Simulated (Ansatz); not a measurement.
# C2H7BOS: small, medium and large basis sets

One table from this session's results is given with a row withheld; the runs are named, their logs left out.

Computed with Ansatz 0.2.0, Gaussian basis. Level: one geometry, several basis sets.

The runs, in order: PBE0-D4/def2-SVP; ωB97M-V/def2-SVP; PBE0-D4/def2-QZVPP; ωB97M-V/def2-QZVPP; the functionals' def2-TZVPP values are taken from earlier runs.

**The geometry**

All runs share one geometry, relaxed beforehand with PBE0-D4 in a triple-zeta def2 set.

SMILES `CSB(C)O`, 12 atoms, charge 0, spin multiplicity 1.

Atoms are counted from 1 here; the program's logs count them from 0.

Bond lengths: C1–S2 1.807 Å, C1–H6 1.089 Å, C1–H7 1.089 Å, C1–H8 1.089 Å, S2–B3 1.817 Å, B3–C4 1.565 Å, B3–O5 1.363 Å, C4–H9 1.094 Å, C4–H10 1.091 Å, C4–H11 1.094 Å, O5–H12 0.961 Å. Angles: S2–C1–H6 111.0°, S2–C1–H7 107.0°, S2–C1–H8 111.0°, H6–C1–H7 108.9°, H6–C1–H8 109.9°, H7–C1–H8 108.9°, C1–S2–B3 103.9°, S2–B3–C4 123.6°, S2–B3–O5 117.6°, C4–B3–O5 118.8°, B3–C4–H9 111.6°, B3–C4–H10 111.0°, B3–C4–H11 111.3°, H9–C4–H10 108.3°, H9–C4–H11 106.2°, H10–C4–H11 108.2°, B3–O5–H12 114.5°.

The first run:

The input, in.yaml:

```yaml
crystal:
  periodic: [false, false, false]
  atoms:
    - {symbol: C, position_ang: [-1.402351, 0.165007, 1.280148]}
    - {symbol: S, position_ang: [-0.420811, 1.448338, 0.471999]}
    - {symbol: B, position_ang: [0.714288, 0.518946, -0.600884]}
    - {symbol: C, position_ang: [0.724310, -1.042959, -0.704603]}
    - {symbol: O, position_ang: [1.599358, 1.231558, -1.353037]}
    - {symbol: H, position_ang: [-1.952211, -0.425162, 0.548554]}
    - {symbol: H, position_ang: [-2.113128, 0.671404, 1.931949]}
    - {symbol: H, position_ang: [-0.772137, -0.487095, 1.883146]}
    - {symbol: H, position_ang: [0.905770, -1.509364, 0.268464]}
    - {symbol: H, position_ang: [1.495531, -1.384877, -1.397175]}
    - {symbol: H, position_ang: [-0.240646, -1.425283, -1.051777]}
    - {symbol: H, position_ang: [1.538926, 2.184287, -1.242885]}
basis:
  gaussian: {orbitals: def2-SVP}
hamiltonian: {xc: pbe0, dispersion: d4}
output: {orbitals: {seedname: orbitals}}
```

Among the steps run: PBE0-D4 in def2-SVP; ωB97M-V in def2-SVP; PBE0-D4 in def2-QZVPP; ωB97M-V in def2-QZVPP.

One table of the session follows, with a row left open; its other results are not shown here.

It belongs to the step «Density functionals: the series». 

```
functional       basis  HOMO (eV)  LUMO (eV)
   PBE0-D4    def2-SVP          ?          ?
   PBE0-D4  def2-TZVPP      -7.06       0.52
   PBE0-D4  def2-QZVPP      -7.09       0.20
   ωB97M-V    def2-SVP      -9.10       2.95
   ωB97M-V  def2-TZVPP      -9.25       2.17
   ωB97M-V  def2-QZVPP      -9.28       1.54
```

Estimate the missing values for PBE0-D4, def2-SVP.

**Answer.** HOMO (eV): -6.94; LUMO (eV): 0.84. In the column «HOMO (eV)» it is the highest.
